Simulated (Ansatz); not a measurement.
**SiH2O2 + HF: a complex and its separated parts**

The complex below is one end of an elementary step. How strongly is it bound against its free parts?

Program: Ansatz 0.2.0, Gaussian basis. Level of theory: PBE0-D4/def2-TZVP structures, single points in def2-TZVPP, no counterpoise correction. These are calculated values, not measurements.

Levels: SPW92, PBE-D4, BLYP-D4, r2SCAN-D4, B97M-V, PBE0-D4, B3LYP-D4, r2SCAN0-D4, BHLYP-D4, CAM-B3LYP-D4, wB97X-V, wB97M-V, B2PLYP, PBE-QIDH, RPA on PBE, Hartree-Fock, MP2, CCSD, CCSD(T).

Cores are frozen in the correlated methods. B3LYP uses VWN-RPA correlation. B2PLYP carries no dispersion term here.

94 further runs of the same task are left out: 94 set aside as unsound or not needed.

### Step 1. Where the work starts

The complex: 7 atoms, charge 0, spin multiplicity 1.

Atoms are counted from 1 here; the program's logs count them from 0.

Bond lengths: Si1–O4 1.676 Å, Si1–O5 1.642 Å, F2–H3 0.938 Å, O4–H6 0.963 Å, O5–H7 0.961 Å. Angles: O4–Si1–O5 104.6°, Si1–O4–H6 123.4°, Si1–O5–H7 126.4°.

Geometry (Å):

```xyz
7
charge 0, multiplicity 1
Si    0.9724    0.1034    0.9918
F    -0.5530   -2.5266   -1.4644
H    -0.3714   -1.7342   -0.9971
O    -0.1366   -0.2320   -0.2189
O     0.7364    1.6904    1.3394
H    -0.7448    0.4230   -0.5764
H     0.0970    2.2759    0.9256
```

Its parts: SiH2O2 holds atoms 1, 4, 5, 6, 7; HF holds atoms 2, 3. Each part counts its atoms afresh in its own runs.

### Step 2. Relaxing SiH2O2 alone

Input file relax-a/in.yaml:

```yaml
crystal:
  periodic: [false, false, false]
  atoms:
    - {symbol: Si, position_ang: [0.972381, 0.103388, 0.991786]}
    - {symbol: O, position_ang: [-0.136566, -0.232012, -0.218861]}
    - {symbol: O, position_ang: [0.736430, 1.690369, 1.339448]}
    - {symbol: H, position_ang: [-0.744809, 0.423047, -0.576414]}
    - {symbol: H, position_ang: [0.097020, 2.275918, 0.925556]}
basis:
  gaussian: {orbitals: def2-TZVP}
hamiltonian: {xc: pbe0, dispersion: d4}
relax: {f_tol: 0.005, max_steps: 200}
```

The run is started by

```sh
> ansatz run in.yaml --threads 2 --pin off --events-out ev --progress --plain --max-ram 4352MiB
```

The runs that follow: Relaxing HF alone; SPW92/def2-TZVPP; PBE-D4/def2-TZVPP; BLYP-D4/def2-TZVPP; r2SCAN-D4/def2-TZVPP; B97M-V/def2-TZVPP; PBE0-D4/def2-TZVPP; B3LYP-D4/def2-TZVPP; r2SCAN0-D4/def2-TZVPP; BHLYP-D4/def2-TZVPP; CAM-B3LYP-D4/def2-TZVPP; wB97X-V/def2-TZVPP; wB97M-V/def2-TZVPP; B2PLYP/def2-TZVPP; PBE-QIDH/def2-TZVPP; RPA on PBE/def2-TZVPP; CCSD(T)/def2-TZVPP; Vibrations of SiH2O2; Vibrations of HF.

What does the calculation give? Wanted: complex less parts, CCSD(T)/def2-TZVPP; with zero-point energy; largest T1 diagnostic.

**Answer**, as computed:

| quantity | value |
| --- | --- |
| complex less parts, CCSD(T)/def2-TZVPP | -0.318 eV |
| with zero-point energy | -0.239 eV |
| largest T1 diagnostic | 0.014 |

In words: At CCSD(T) the complex lies 0.318 eV below its parts. Among the functionals B97M-V lands nearest to CCSD(T) (-0.010 eV) and SPW92 farthest (-0.193 eV). Mean unsigned error by rung: LDA 0.193, GGA 0.049, meta-GGA 0.019, hybrid 0.040, range-separated hybrid 0.040, double hybrid 0.011 eV. PBE-D4 gives a relative energy 0.052 eV too low, outside chemical accuracy (1 kcal/mol, 0.043 eV). No counterpoise was applied, and triple zeta lacks some correlation, so the CCSD(T) reference has a basis error of its own, and close matches with it are partly luck.
